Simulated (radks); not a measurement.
**Fractional charge and spin in the 5p shell of cerium**

Aim: the energy as the spin-up occupation of 5p runs from 2 to 3 and the spin-down one from 2 to 3, against the two flat planes that join the four corners. Added charge counts from the emptiest corner (up 2, down 2).

Method: scalar-relativistic Kohn-Sham, PBE, spin-polarised, spherical densities, finite nucleus. Code: radks (a radial shooting solver on a logarithmic mesh, Libxc functionals) version 1.

### 1 The atom as given

| Property | Result |
| --- | --- |
| element | cerium (Z = 58) |
| configuration | [Kr] 4d10 4f(up 0.5, down 0.5) 5s2 5d(up 1, down 1) 5p(up 3, down 3) |
| nuclear rms radius | 4.8771 fm |

A shell typed twice in an input gives spin up, then spin down.

### 2 5p: up 3, down 3

The run's settings:

```text
Z 58
configuration [Kr] 4d10 4f0.5 4f0.5 5s2 5d1 5d1 5p3 5p3
relativity scalar-relativistic
functional pbe,pbe
spin polarised
nucleus finite rms 4.8771 fm
c 137.035999084
```

### 3 5p: up 3, down 2.75

The run's settings:

```text
Z 58
configuration [Kr] 4d10 4f0.5 4f0.5 5s2 5d1 5d1 5p3 5p2.75
relativity scalar-relativistic
functional pbe,pbe
spin polarised
nucleus finite rms 4.8771 fm
c 137.035999084
```

### 4 5p: up 3, down 2.5

The run's settings:

```text
Z 58
configuration [Kr] 4d10 4f0.5 4f0.5 5s2 5d1 5d1 5p3 5p2.5
relativity scalar-relativistic
functional pbe,pbe
spin polarised
nucleus finite rms 4.8771 fm
c 137.035999084
```

### 5 5p: up 3, down 2.25

The run's settings:

```text
Z 58
configuration [Kr] 4d10 4f0.5 4f0.5 5s2 5d1 5d1 5p3 5p2.25
relativity scalar-relativistic
functional pbe,pbe
spin polarised
nucleus finite rms 4.8771 fm
c 137.035999084
```

### 6 5p: up 3, down 2

The run's settings:

```text
Z 58
configuration [Kr] 4d10 4f0.5 4f0.5 5s2 5d1 5d1 5p3 5p2
relativity scalar-relativistic
functional pbe,pbe
spin polarised
nucleus finite rms 4.8771 fm
c 137.035999084
```

### 7 5p: up 2.75, down 2.75

The run's settings:

```text
Z 58
configuration [Kr] 4d10 4f0.5 4f0.5 5s2 5d1 5d1 5p2.75 5p2.75
relativity scalar-relativistic
functional pbe,pbe
spin polarised
nucleus finite rms 4.8771 fm
c 137.035999084
```

### 8 5p: up 2.75, down 2.5

The run's settings:

```text
Z 58
configuration [Kr] 4d10 4f0.5 4f0.5 5s2 5d1 5d1 5p2.75 5p2.5
relativity scalar-relativistic
functional pbe,pbe
spin polarised
nucleus finite rms 4.8771 fm
c 137.035999084
```

### 9 5p: up 2.75, down 2.25

The run's settings:

```text
Z 58
configuration [Kr] 4d10 4f0.5 4f0.5 5s2 5d1 5d1 5p2.75 5p2.25
relativity scalar-relativistic
functional pbe,pbe
spin polarised
nucleus finite rms 4.8771 fm
c 137.035999084
```

### 10 5p: up 2.75, down 2

The run's settings:

```text
Z 58
configuration [Kr] 4d10 4f0.5 4f0.5 5s2 5d1 5d1 5p2.75 5p2
relativity scalar-relativistic
functional pbe,pbe
spin polarised
nucleus finite rms 4.8771 fm
c 137.035999084
```

### 11 5p: up 2.5, down 2.5

The run's settings:

```text
Z 58
configuration [Kr] 4d10 4f0.5 4f0.5 5s2 5d1 5d1 5p2.5 5p2.5
relativity scalar-relativistic
functional pbe,pbe
spin polarised
nucleus finite rms 4.8771 fm
c 137.035999084
```

### 12 5p: up 2.5, down 2.25

The run's settings:

```text
Z 58
configuration [Kr] 4d10 4f0.5 4f0.5 5s2 5d1 5d1 5p2.5 5p2.25
relativity scalar-relativistic
functional pbe,pbe
spin polarised
nucleus finite rms 4.8771 fm
c 137.035999084
```

### 13 5p: up 2.5, down 2

The run's settings:

```text
Z 58
configuration [Kr] 4d10 4f0.5 4f0.5 5s2 5d1 5d1 5p2.5 5p2
relativity scalar-relativistic
functional pbe,pbe
spin polarised
nucleus finite rms 4.8771 fm
c 137.035999084
```

### 14 5p: up 2.25, down 2.25

The run's settings:

```text
Z 58
configuration [Kr] 4d10 4f0.5 4f0.5 5s2 5d1 5d1 5p2.25 5p2.25
relativity scalar-relativistic
functional pbe,pbe
spin polarised
nucleus finite rms 4.8771 fm
c 137.035999084
```

### 15 5p: up 2.25, down 2

The run's settings:

```text
Z 58
configuration [Kr] 4d10 4f0.5 4f0.5 5s2 5d1 5d1 5p2.25 5p2
relativity scalar-relativistic
functional pbe,pbe
spin polarised
nucleus finite rms 4.8771 fm
c 137.035999084
```

### 16 5p: up 2, down 2

The run's settings:

```text
Z 58
configuration [Kr] 4d10 4f0.5 4f0.5 5s2 5d1 5d1 5p2 5p2
relativity scalar-relativistic
functional pbe,pbe
spin polarised
nucleus finite rms 4.8771 fm
c 137.035999084
```

**Question.** What will these runs give? Wanted: for each run, down \ up; 2; 2.25; 2.5; 2.75; 3.

As calculated:

```csv
down \ up,2,2.25,2.5,2.75,3
2,0.000,-1.047,-1.388,-1.035,0.000
2.25,-1.047,-1.336,-0.933,0.151,-0.948
2.5,-1.388,-0.933,0.201,-0.849,-1.251
2.75,-1.035,0.151,-0.849,-1.203,-0.928
3,0.000,-0.948,-1.251,-0.928,0.000
```

What this shows: The table gives the energy in eV minus the planes, whose edge runs along up + down = one added electron; mirror points follow by spin symmetry. With half an added electron in each spin it lies 0.20 eV above the planes. With half an electron added in spin up alone it lies 1.39 eV below them. The planes are only a guide here: the condition holds for ground states with one frontier orbital, and this shell is degenerate.
